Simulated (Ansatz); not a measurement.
**BrF2HSi: vertical energies of changing the electron count, by script**

What does it cost to change the electron count of BrF2HSi? A script is to give vertical energies of changing the electron count; the system is BrF2HSi. SMILES: F[SiH](F)Br.

Computed with Ansatz 0.2.0, driven from Python. Level of theory: MP2/def2-SVPD.

### 1 Starting point

Bond lengths: F1–Si2 1.615 Å, Si2–F3 1.606 Å, Si2–Br4 2.152 Å, Si2–H5 1.496 Å. Angles: F1–Si2–F3 110.7°, F1–Si2–Br4 111.6°, F1–Si2–H5 107.7°, F3–Si2–Br4 108.2°, F3–Si2–H5 110.4°, Br4–Si2–H5 108.2°.

The script holds or builds the structure itself.

### 2 The script

Input file brf2hsi_ip.py:

```python
import ansatz as az
from ase import Atoms


def energy_of(molecule, charge=0, unpaired=0):
    calc = molecule.calculation().basis(gaussian="def2-SVPD").correlation("mp2").accuracy("high")
    if charge:
        calc = calc.charge(charge)
    if unpaired:
        calc = calc.spin("collinear", total=unpaired)
    return calc.run(threads=1).report["free_energy_ev"]

atoms = Atoms(["F", "Si", "F", "Br", "H"], positions=[
    (-0.2053, -0.4301, 1.5829),
    (0.0998, 0.0173, 0.0616),
    (0.1936, 1.6163, -0.0532),
    (-1.4329, -0.6655, -1.2862),
    (1.3947, -0.6117, -0.3466),
])
brf2hsi = az.Crystal.molecule_from_ase(atoms)

parent = energy_of(brf2hsi, 0, 0)
cation = energy_of(brf2hsi, 1, 1)
print(f"E(N)   = {parent:.5f} eV")
print(f"E(N-1) = {cation:.5f} eV  (1 unpaired)")
print(f"vertical ionisation energy {cation - parent:.3f} eV")
anion = energy_of(brf2hsi, -1, 1)
print(f"E(N+1) = {anion:.5f} eV  (1 unpaired)")
print(f"vertical electron affinity {parent - anion:.3f} eV" + ("" if anion < parent else " (unbound in this basis)"))
print(f"fundamental gap IP - EA = {cation + anion - 2 * parent:.3f} eV")
```

### 3 The input behind the calls

The package turns the script's settings into the engine's input (first run):

```yaml
crystal:
  periodic: [false, false, false]
  atoms:
    - { symbol: F, position_ang: [-0.2053, -0.4301, 1.5829] }
    - { symbol: Si, position_ang: [0.0998, 0.0173, 0.0616] }
    - { symbol: F, position_ang: [0.1936, 1.6163, -0.0532] }
    - { symbol: Br, position_ang: [-1.4329, -0.6655, -1.2862] }
    - { symbol: H, position_ang: [1.3947, -0.6117, -0.3466] }
accuracy: high
basis:
  gaussian:
    orbitals: def2-SVPD
correlation:
  method: mp2
```

### 4 The run

Command:

```
$ python brf2hsi_ip.py
```

**Question.** What does it cost to change the electron count at this fixed geometry?

As calculated:

| quantity | value |
| --- | --- |
| vertical ionisation energy | 11.935 eV |
| vertical electron affinity | -1.580 eV |
| runs compared | 3 |

**Reading.** The ionisation energy is a difference of two total energies at the neutral geometry. The added electron isn't bound in this basis, so the negative affinity reflects the basis as much as the molecule. At this unrelaxed geometry removing an electron costs 11.93 eV and an added one is unbound in this basis (by 1.58 eV). Caveats:
- The geometry is a force-field or estimated start, not a minimum of this method, and the basis set is short of its limit. All parts are taken at fixed geometry, without zero-point energy. At an unrelaxed start these energies can be a whole eV from those at the minimum, and a small affinity can change sign.
- A negative electron affinity means that the anion is unbound here; its size hangs on the basis and tends to about zero as the basis grows, and so does its part in any gap built on it.
